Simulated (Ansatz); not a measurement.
Working through a charge-density difference against the sublattices of GaIr, space group Pm-3m

Program: Ansatz 0.2.0 through its Python package.

Interactive session:
```pycon
>>> import ansatz as az
>>> import numpy as np
>>> VECTORS = np.array([
...     [3.004, 0.0, 0.0],
...     [0.0, 3.004, 0.0],
...     [0.0, 0.0, 3.004],
... ])
>>> SITES = [
...     ("Ga", (0.0, 0.0, 0.0)),
...     ("Ir", (0.5, 0.5, 0.5)),
... ]
>>> def crystal_on(cell):
...     crystal = az.Crystal(lattice=az.Lattice.of(cell))
...     for symbol, position in SITES:
...         crystal = crystal.atom(symbol, position)
...     return crystal
...
>>> # same cell, cutoff and mesh for the crystal and its parts
>>> def solve(crystal):
...     return (
...         crystal.calculation()
...         .occupations("methfessel_paxton", width=0.1)
...         .functional("lda")
...         .basis(460, grid_basis="typed")
...         .kpoints(10, 10, 10)
...         .density()
...         .run(threads=1)
...     )
...
>>> whole = solve(crystal_on(VECTORS))
>>> difference = whole.density().channels[0].density_e_per_ang3.copy()
>>> binding = whole.report["free_energy_ev"]
>>> for element in ["Ga", "Ir"]:
...     part = az.Crystal(lattice=az.Lattice.of(VECTORS))
...     for symbol, position in SITES:
...         if symbol == element:
...             part = part.atom(symbol, position)
...     alone = solve(part)
...     difference -= alone.density().channels[0].density_e_per_ang3
...     binding -= alone.report["free_energy_ev"]
...     print(f"{element} sublattice: {alone.report['n_electrons']:g} electrons, {alone.report['n_iterations']} iterations")
...
Ga sublattice: 13 electrons, 5 iterations
Ir sublattice: 17 electrons, 5 iterations
>>> voxel = abs(np.linalg.det(VECTORS)) / difference.size
>>> print(f"energy of the crystal less its unpolarised sublattices: {binding / len(SITES):.4f} eV/atom")
energy of the crystal less its unpolarised sublattices: -2.3617 eV/atom
>>> print(f"net charge of the difference {difference.sum() * voxel:.5f} e, charge rearranged {0.5 * np.abs(difference).sum() * voxel:.3f} e")
net charge of the difference 0.00000 e, charge rearranged 0.301 e
>>> print(f"extremes {difference.min():.4f} and {difference.max():.4f} e/A^3")
extremes -0.1064 and 0.4416 e/A^3
>>> for (symbol, position) in SITES:
...     index = tuple(int(round(p * n)) % n for p, n in zip(position, difference.shape))
...     print(f"  change of the pseudo-density at the grid point nearest {symbol}: {difference[index]:+.4f} e/A^3")
...
  change of the pseudo-density at the grid point nearest Ga: +0.4416 e/A^3
  change of the pseudo-density at the grid point nearest Ir: -0.0442 e/A^3
>>> profile = difference.mean(axis=(0, 1))
>>> print("planar mean along the third vector:", np.round(profile[:: max(len(profile) // 12, 1)], 4))
planar mean along the third vector: [-0.0135 -0.0139 -0.0023  0.0122  0.0151  0.0023 -0.0131  0.0023  0.0151
  0.0122 -0.0023 -0.0139]
```

Spin is left out of this run. The mesh is modest for a metal, so energies can be off by several to tens of meV an atom and pressures by half a GPa or more; differences at equal mesh fare better. Spin-orbit coupling, which matters for elements this heavy, is left out. Densities and potentials on the grid are those of the valence electrons, and inside the cores they hang on the potentials used. The structure is a deposited one; some such entries were measured under pressure or heat, so a shift against it needn't be the functional's error alone. Charge moved counts every rearrangement, bonding and polarisation too, and is no transfer between atoms; the bare sublattices are artificial references. Values near the nuclei depend on the potentials. Timing: 4.1 s on 1 thread of Arm Neoverse V1, on a shared host, peak memory 0.37 GiB.
